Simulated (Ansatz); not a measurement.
# F2GeH4OSi: ladder of methods at one geometry

How do the methods compare on F2GeH4OSi, in result and in cost? The task is a ladder of methods at one geometry, for F2GeH4OSi.

Program: Ansatz 0.2.0, driven from Python. The levels of theory stand in the script. These are calculated values, not measurements.

**1. The structure**

Bond lengths: O1–Ge2 1.748 Å, Ge2–F3 1.771 Å, Ge2–F4 1.819 Å, Ge2–Si5 2.302 Å, O1–H6 0.984 Å, Si5–H7 1.460 Å, Si5–H8 1.443 Å, Si5–H9 1.534 Å. Angles: O1–Ge2–F3 109.9°, O1–Ge2–F4 106.7°, O1–Ge2–Si5 110.7°, F3–Ge2–F4 110.0°, F3–Ge2–Si5 108.5°, F4–Ge2–Si5 111.0°, Ge2–O1–H6 109.0°, Ge2–Si5–H7 109.4°, Ge2–Si5–H8 108.5°, Ge2–Si5–H9 109.0°, H7–Si5–H8 112.2°, H7–Si5–H9 109.0°, H8–Si5–H9 108.7°.

The script reads f2geh4osi.xyz:

```xyz
9

O     0.72150    1.91490   -0.47910
Ge    0.72080    0.17680   -0.66030
F     0.50530   -0.25220   -2.36460
F     2.33850   -0.41090   -0.07070
Si   -0.99230   -0.76890    0.55230
H     0.79670    2.13760    0.47690
H    -0.92260   -2.22280    0.43640
H    -2.24460   -0.24260    0.06450
H    -0.83470   -0.37820    2.02750
```

**2. The code**

methods_f2geh4osi.py reads:

```python
# -*- coding: utf-8 -*-
"""One geometry of F2GeH4OSi, method by method."""

from pathlib import Path

import ansatz as az
import numpy as np

BASIS_SET = "def2-SVP"


def main():
    molecule = az.Crystal.molecule_from_extxyz("f2geh4osi.xyz")

    model = molecule.calculation().basis(gaussian=BASIS_SET)

    print("functional    E (Ha)        dipole (D)   HOMO (eV)  LUMO (eV)")
    for name in ["cam_b3lyp", "r2scan", "lc_wpbe", "r2scan0", "hse06"]:
        data = model.functional(name).forces().orbitals().run(runs_dir="runs").report
        lines = Path(data["orbitals_path"]).read_text().splitlines()
        field_of = lambda key: [line.split("=")[1].strip() for line in lines if line.startswith(key)]
        orbitals = [(27.211386 * float(e), s, float(n)) for e, s, n in zip(field_of("Ene="), field_of("Spin="), field_of("Occup="))]
        homo = max(e for e, _, n in orbitals if n > 0.5)
        lumo = min(e for e, _, n in orbitals if n < 0.5)
        dipole = 4.803205 * np.linalg.norm(data["charge_distribution"]["dipole_moment_e_ang"])
        print(f"{name:10s} {data['free_energy_ev'] / 27.211386246:14.6f} {dipole:9.3f} {homo:11.3f} {lumo:10.3f}")


if __name__ == "__main__":
    main()
```

**3. The calls as engine input**

The package turns the script's settings into the engine's input (first run):

```yaml
crystal:
  periodic: [false, false, false]
  atoms:
    - { symbol: O, position_ang: [0.7215, 1.9149, -0.4791] }
    - { symbol: Ge, position_ang: [0.7208, 0.1768, -0.6603] }
    - { symbol: F, position_ang: [0.5053, -0.2522, -2.3646] }
    - { symbol: F, position_ang: [2.3385, -0.4109, -0.0707] }
    - { symbol: Si, position_ang: [-0.9923, -0.7689, 0.5523] }
    - { symbol: H, position_ang: [0.7967, 2.1376, 0.4769] }
    - { symbol: H, position_ang: [-0.9226, -2.2228, 0.4364] }
    - { symbol: H, position_ang: [-2.2446, -0.2426, 0.0645] }
    - { symbol: H, position_ang: [-0.8347, -0.3782, 2.0275] }
basis:
  gaussian:
    orbitals: def2-SVP
hamiltonian:
  xc: cam_b3lyp
output:
  orbitals: {}
  forces: true
```

**4. Running it**

The run is started by

```console
$ python methods_f2geh4osi.py
```

Output:

```text
functional    E (Ha)        dipole (D)   HOMO (eV)  LUMO (eV)
cam_b3lyp    -2643.381308     3.656     -10.269      0.552
r2scan       -2643.178182     3.527      -7.868     -1.272
lc_wpbe      -2642.814179     3.609     -11.578      1.747
r2scan0      -2643.112448     3.722      -9.260     -0.444
hse06        -2642.656730     3.607      -8.578     -0.962
```

Run time: 20 s. Hardware: 1 thread of Intel Xeon 6975P-C (Granite Rapids), shared host; peak memory 0.37 GiB.

**5. Inputs of later runs**

The engine's inputs for some of the other runs:

Run 3, against run 1:

```diff
@@ -17 +17 @@
-  xc: cam_b3lyp
+  xc: lc_wpbe
```

Run 4, against run 1:

```diff
@@ -17 +17 @@
-  xc: cam_b3lyp
+  xc: r2scan0
```

Run 5, against run 1:

```diff
@@ -17 +17 @@
-  xc: cam_b3lyp
+  xc: hse06
```

Lines on the test bed's own set-up are left out of the output.

A comment line of the script is reworded here; the code is as run.

**6. The engine's runs**

The 5 runs, in the order started:

```
run  functional  energy (eV)  SCF cycles  CPU time (s)
  1   cam_b3lyp  -71930.0698          17           3.9
  2      r2scan  -71924.5424          18             4
  3     lc_wpbe  -71914.6374          18           2.6
  4     r2scan0  -71922.7537          17             5
  5       hse06  -71910.3530          18           3.7
```

Totals under unlike functionals or potentials can't be compared directly.

The fields below are those of run 1.

**7. Orbitals and fields**

Orbitals, density, ELF and potential are computed afterwards from the orbital file.

Frontier orbitals at CAM-B3LYP/def2-SVP, with the share of their density that lies nearest to each atom:

```
orbital  energy (eV)                      lies on
 HOMO-1       -11.34             O1 65 %; F4 17 %
   HOMO       -10.27  O1 31 %; Si5 20 %; Ge2 18 %
   LUMO         0.55  Ge2 28 %; F3 18 %; Si5 15 %
```

ELF in a plane through or near 3 of the atoms.

Ten even steps from ' ' (0.00) to '@' (1.00):
```
                                                        
                                                        
                                                        
                                                        
              --**##**::        ..------..              
            ..##%%@@%%**      ..==**##**==..            
          ..::##@@@@%%**      ::**%%%%%%**::..          
        ..--==##%%%%**--    ..--**%%%%##**::            
        --++**######++--::--++++......--==..            
        ::==++####++::..::==%%**--####....::..          
            ..::::..++##**::%%%%..****::****==::        
                ....++**++::##%%--::==%%@@@@##++..      
                ..........::++++--++%%@@@@@@@@##..      
                ..::--::::........==##@@@@@@@@**..      
                ..--====::..      ..::##%%##++::        
                ..::----::            ......            
                    ....                                
                                                        
                                                        
                                                        
```
The map spans 9.5 Å across and 9.0 Å up, centred on the molecule. Atoms in the plane (x, y in Å): Ge2 (-0.9, -0.5), Si5 (1.4, 0.1), H6 (-1.6, 1.6).

log10 of the density (e/Å³) in the same plane.

Values, 10 rows by 14 columns:
```
-4.0 -4.0 -4.0 -4.0 -4.0 -4.0 -4.0 -4.0 -4.0 -4.0 -4.0 -4.0 -4.0 -4.0
-4.0 -4.0 -4.0 -4.0 -3.6 -3.6 -4.0 -4.0 -3.6 -3.5 -3.7 -4.0 -4.0 -4.0
-4.0 -4.0 -3.5 -2.5 -1.7 -1.8 -2.6 -2.8 -2.3 -2.1 -2.4 -2.9 -3.8 -4.0
-4.0 -3.9 -2.1 -1.1  0.0 -0.2 -1.5 -1.7 -1.0 -0.8 -1.2 -2.0 -2.9 -4.0
-4.0 -3.5 -1.7 -0.7  0.2 -0.1 -0.7 -0.7 -0.4 -0.2 -0.7 -1.6 -2.6 -3.6
-4.0 -3.7 -2.4 -1.4 -0.6  1.3  1.3 -0.2  0.3  0.9 -0.4 -1.3 -2.3 -3.4
-4.0 -3.9 -2.9 -2.1 -1.0 -0.1  0.0 -0.7 -0.8 -0.5 -0.4 -1.3 -2.4 -3.5
-4.0 -4.0 -3.5 -2.6 -1.3 -0.7 -1.0 -1.8 -2.1 -1.9 -1.8 -2.2 -3.1 -4.0
-4.0 -4.0 -4.0 -3.6 -2.4 -1.8 -2.1 -2.9 -3.3 -3.2 -3.2 -3.5 -4.0 -4.0
-4.0 -4.0 -4.0 -4.0 -4.0 -4.0 -4.0 -4.0 -4.0 -4.0 -4.0 -4.0 -4.0 -4.0
```
The map spans 9.5 Å across and 9.0 Å up, centred on the molecule. Atoms in the plane (x, y in Å): Ge2 (-0.9, -0.5), Si5 (1.4, 0.1), H6 (-1.6, 1.6).

On the surface of density 0.002 e/bohr³ the electrostatic potential runs, from the 1st to the 99th percentile, from -1.27 V near F4 to 2.70 V near H6.

**8. What came out**

| quantity | value |
| --- | --- |
| runs compared | 5 |
| HOMO-LUMO gap of the mean field (CAM-B3LYP/def2-SVP) | 10.82 eV |

All 5 runs converged (17 to 18 cycles). Notes:
- The geometry is a force-field or estimated start, not a minimum of this method, and the basis set is short of its limit. A lower total doesn't mark the better method: functionals have no common bound, and MP2 and coupled cluster aren't variational.
- Levels such as HOMO and LUMO are orbital energies: with these approximate functionals they aren't the ionisation energy and electron affinity, and their gap isn't the fundamental gap.
- hse06 follows the composition of plane-wave codes, whose totals differ by tens of mHa, up to about 0.1 Ha, from the form usual in Gaussian-basis programs (wpbeh).
